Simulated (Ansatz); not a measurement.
Relaxation of a periodic cell of 25 atoms, AlSi8O16 (host SiO2, host structure P4_12_12, interstitial Al), to a largest force component of 0.03 eV/Å in at most 60 steps.

These are results of Ansatz, DFT PBE-D3(BJ), scalar-relativistic, plane waves, PAW, not measurements. Settings: PAW set soft_1, cutoff 420 eV, k mesh 2x2x2, gaussian smearing 0.05 eV, spin collinear.

```xyz
25
Lattice="-4.9501 -4.9501 0.0000 4.9501 -4.9501 0.0000 0.0000 0.0000 6.8760" Properties=species:S:1:pos:R:3
Si 1.498 -3.452 0.000
Si 0.977 -0.977 1.719
Si -1.498 -6.448 3.438
Si 3.973 -3.973 5.157
O 1.182 -4.413 1.249
O -3.013 -6.243 2.968
O -1.182 -5.488 4.687
O 3.013 -3.657 6.406
O -1.293 -7.963 3.908
O -0.538 -6.132 2.189
O 1.293 -1.937 0.470
O 0.538 -3.768 5.627
Si -3.452 -3.452 0.000
Si 0.977 -5.927 1.719
Si -1.498 -1.498 3.438
Si -0.977 -3.973 5.157
O -3.768 -4.413 1.249
O 1.937 -6.243 2.968
O 3.768 -5.488 4.687
O -1.937 -3.657 6.406
O -1.293 -3.013 3.908
O -0.538 -1.182 2.189
O 1.293 -6.888 0.470
O 0.538 -8.718 5.627
Al -1.590 -5.899 7.023
```

Task: Where does it end, and by what steps?

Result: The forces met the threshold. The force dipped under the threshold on the way, but the program's further checks kept it going. Limits of this set-up: a small cell, in which the defect meets its images, a typed lattice constant that wasn't relaxed here. After 15 steps the energy has fallen by 1.780 eV; O11 moved furthest, 0.69 Å.

```csv
step,energy less start (eV),largest force component (eV/Å),accepted
0,0.0000,1.254,yes
1,-0.4439,1.185,yes
2,-1.0262,1.076,yes
3,-1.3786,0.900,yes
4,-1.4978,0.817,yes
5,-1.6141,0.439,yes
6,-1.7319,0.408,yes
7,-1.7518,0.230,yes
8,-1.7588,0.192,yes
9,-1.7658,0.130,yes
10,-1.7626,0.180,no
11,-1.7760,0.034,yes
12,-1.7768,0.102,yes
13,-1.7796,0.062,yes
14,-1.7802,0.029,yes
15,-1.7802,0.029,yes
```

```xyz
25
Lattice="-4.9501 -4.9501 0.0000 4.9501 -4.9501 0.0000 0.0000 0.0000 6.8760" Properties=species:S:1:pos:R:3
Si 1.253 -3.501 0.025
Si 1.053 -0.945 1.558
Si -1.573 -6.620 3.351
Si 3.908 -3.957 5.368
O 0.950 -4.409 1.345
O -3.105 -6.553 2.865
O -1.271 -5.389 4.324
O 2.902 -3.558 6.634
O -1.421 -8.051 4.054
O -0.445 -6.549 2.119
O 0.623 -2.040 0.354
O 0.622 -4.006 5.493
Si -3.324 -3.352 0.005
Si 1.091 -5.963 1.793
Si -1.369 -1.306 3.484
Si -0.905 -3.945 4.932
O -3.658 -4.263 1.299
O 1.982 -6.104 3.127
O 3.784 -5.512 4.935
O -1.882 -3.613 6.188
O -1.059 -2.885 3.730
O -0.469 -0.756 2.273
O 1.707 -6.767 0.531
O 0.489 -8.556 5.753
Al -1.474 -6.200 7.120
```

Whether the end is a true minimum wasn't checked by a vibrational analysis.

Time of the run: 100 s on 4 threads of Intel(R) Xeon(R) CPU @ 2.60GHz (Ice Lake) (shared host), peak memory 1.1 GiB.
